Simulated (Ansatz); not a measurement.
# Al2FH3OSi: small, medium and large basis sets

One table from this session's results is given with a row withheld; the runs are named, their logs left out.

Method: one geometry, several basis sets; program: Ansatz 0.2.0, Gaussian basis.

Plan: PBE0-D4/def2-SVP; ωB97M-V/def2-SVP; PBE0-D4/def2-QZVPP; ωB97M-V/def2-QZVPP; the functionals' def2-TZVPP values are taken from earlier runs.

### The relaxed structure

All runs share one geometry, relaxed beforehand with PBE0-D4 in a triple-zeta def2 set.

SMILES `O[SiH]1[AlH][Al]1[F]`, 8 atoms, charge 0, spin multiplicity 1.

Atoms are counted from 1 here; the program's logs count them from 0.

Bond lengths: O1–Si2 1.648 Å, O1–H6 0.960 Å, Si2–Al3 2.390 Å, Si2–Al4 2.382 Å, Si2–H7 1.654 Å, Al3–Al4 2.536 Å, Al3–H8 1.595 Å, Al4–F5 1.653 Å. Angles: Si2–O1–H6 117.9°, O1–Si2–Al3 138.1°, O1–Si2–Al4 155.6°, O1–Si2–H7 112.1°, Al3–Si2–Al4 64.2°, Al3–Si2–H7 52.6°, Al4–Si2–H7 71.7°, Si2–Al3–Al4 57.7°, Si2–Al3–H8 143.9°, Al4–Al3–H8 155.7°, Si2–Al4–Al3 58.1°, Si2–Al4–F5 145.4°, Al3–Al4–F5 153.4°.

Set-up of the first run:

Input file in.yaml:

```yaml
crystal:
  periodic: [false, false, false]
  atoms:
    - {symbol: O, position_ang: [0.120698, 0.979350, 2.218830]}
    - {symbol: Si, position_ang: [-0.199993, 0.428553, 0.698931]}
    - {symbol: Al, position_ang: [-0.348946, -1.667302, -0.440776]}
    - {symbol: Al, position_ang: [-0.283066, 0.544665, -1.678535]}
    - {symbol: F, position_ang: [-0.572229, 1.517549, -2.983406]}
    - {symbol: H, position_ang: [0.500093, 1.857061, 2.307721]}
    - {symbol: H, position_ang: [1.044950, -0.474101, 0.090034]}
    - {symbol: H, position_ang: [-0.169408, -3.242875, -0.268499]}
basis:
  gaussian: {orbitals: def2-SVP}
hamiltonian: {xc: pbe0, dispersion: d4}
output: {orbitals: {seedname: orbitals}}
```

On the command line:

```
> ansatz run in.yaml --threads 2 --pin off --events-out ev --progress --plain --max-ram 4352MiB
```

Steps of the session up to this table: PBE0-D4 in def2-SVP; ωB97M-V in def2-SVP; PBE0-D4 in def2-QZVPP; ωB97M-V in def2-QZVPP.

One of the session's tables, all rows but one given; the rest of the session is left out.

It belongs to the step «Density functionals: the series». 

```
functional       basis  HOMO (eV)  LUMO (eV)
   PBE0-D4    def2-SVP      -6.44      -1.28
   PBE0-D4  def2-TZVPP      -6.43      -1.33
   PBE0-D4  def2-QZVPP          ?          ?
   ωB97M-V    def2-SVP      -8.19       0.45
   ωB97M-V  def2-TZVPP      -8.22       0.33
   ωB97M-V  def2-QZVPP      -8.25       0.07
```

Estimate the missing values for PBE0-D4, def2-QZVPP.

**Answer.** HOMO (eV): -6.45; LUMO (eV): -1.40. In the column «HOMO (eV)» it lies between ωB97M-V, def2-SVP (-8.19) and PBE0-D4, def2-SVP (-6.44).
